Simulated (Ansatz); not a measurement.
# Ba2ScNbO6: from the listed structure to its properties

This session takes Ba2ScNbO6 and sets out to find the equilibrium cell and see whether it has a gap, which orbitals make up the states near it and how charge is shared.

Method: DFT r2SCAN, scalar-relativistic, plane waves, PAW, in Ansatz 0.2.0.

### Step 1. Starting point

Symmetry: Fm-3m, No. 225, cubic system. Conventional cell: a = 8.288 Å, b = 8.288 Å, c = 8.288 Å, α = 90.00°, β = 90.00°, γ = 90.00°. Ba (site symmetry -43m) is surrounded by 12 O at 2.93 Å. Sc (site symmetry m-3m) is surrounded by 6 O at 2.12 Å. Nb (site symmetry m-3m) has 6 O at 2.02 Å in its first shell of neighbours. Around O (site symmetry 4mm) lie 1 Nb at 2.02 Å and 1 Sc at 2.12 Å and 4 Ba at 2.93 Å.

Coordinates:

```cif
data_structure
_symmetry_space_group_name_H-M 'P 1'
_symmetry_Int_Tables_number 1
_cell_length_a 5.8607
_cell_length_b 5.8607
_cell_length_c 5.8607
_cell_angle_alpha 60.000
_cell_angle_beta 60.000
_cell_angle_gamma 60.000
_cell_volume 142.35
loop_
_atom_site_label
_atom_site_type_symbol
_atom_site_fract_x
_atom_site_fract_y
_atom_site_fract_z
_atom_site_occupancy
Ba1 Ba 0.25000 0.25000 0.25000 1
Ba2 Ba 0.75000 0.75000 0.75000 1
Sc1 Sc 0.50000 0.50000 0.50000 1
Nb1 Nb 0.00000 0.00000 0.00000 1
O1 O 0.75618 0.24382 0.24382 1
O2 O 0.24382 0.75618 0.75618 1
O3 O 0.24382 0.75618 0.24382 1
O4 O 0.75618 0.24382 0.75618 1
O5 O 0.24382 0.24382 0.75618 1
O6 O 0.75618 0.75618 0.24382 1
```

Source of the structure: the Materials Project (structure only).

(A quick probe on a coarse mesh, which set the mesh and smearing, is not shown.)

### Step 3. Relaxing cell and atoms

input.yaml reads:

```yaml
crystal:
  lattice:
    - [0.0, 4.14417038, 4.14417038]
    - [4.14417038, 0.0, 4.14417038]
    - [4.14417038, 4.14417038, 0.0]
  atoms:
    - { symbol: Ba, position: [0.25, 0.25, 0.25] }
    - { symbol: Ba, position: [0.75, 0.75, 0.75] }
    - { symbol: Sc, position: [0.5, 0.5, 0.5] }
    - { symbol: Nb, position: [0.0, 0.0, 0.0] }
    - { symbol: O, position: [0.75617541, 0.24382459, 0.24382459] }
    - { symbol: O, position: [0.24382459, 0.75617541, 0.75617541] }
    - { symbol: O, position: [0.24382459, 0.75617541, 0.24382459] }
    - { symbol: O, position: [0.75617541, 0.24382459, 0.75617541] }
    - { symbol: O, position: [0.24382459, 0.24382459, 0.75617541] }
    - { symbol: O, position: [0.75617541, 0.75617541, 0.24382459] }
basis:
  ecutwfc: 500
kpoints:
  mp_grid: { grid: [6, 6, 6] }
hamiltonian:
  xc: r2scan
scf:
  occupations: { method: gaussian, width: 0.02 }
output:
  forces: true
  stress: true
  eigenvalues: true
relax:
  adjacent_minimum: "off"
  f_tol: 0.005
  max_steps: 80
  cell: { stress_tol: 0.05 }
```

Run with:

```bash
> ansatz run input.yaml --threads 4 --pin off --max-ram 10240MiB --backend cpu --events-out ev --progress --plain --runs-dir out
```

The session goes on with these runs: electronic structure at the relaxed geometry.

Q: Predict the outcome of this session. Wanted: relaxed cell; volume; gap; Bader charges.

**Answer**, as computed:

```
                   quantity                                                                      value
relaxed cell (conventional)  a = 8.238 Å, b = 8.238 Å, c = 8.238 Å, α = 90.00°, β = 90.00°, γ = 90.00°
       space group (0.01 Å)                                                            Fm-3m (No. 225)
                     volume                                                              13.98 Å³/atom
                        gap                                                3.22 eV, direct on the path
              Bader charges                                    Ba +1.58, Sc +2.10, Nb +2.84, O -1.35 e
```

**Reading.** The cell shrank by 1.8 % in volume on relaxing. It has a gap of 3.22 eV, with the valence top at Γ and the conduction bottom at Γ on the path. Of the projected weight, the top eV of the valence band is O 2p (96 %), and the lowest eV of the conduction band Nb 4d (61 %) and Sc 3d (20 %). By Bader's charges (2.8 e at most) the bonding is polar.

The gaps are Kohn-Sham values of a semilocal functional, not quasiparticle or optical gaps. Such gaps usually fall short of the measured ones.
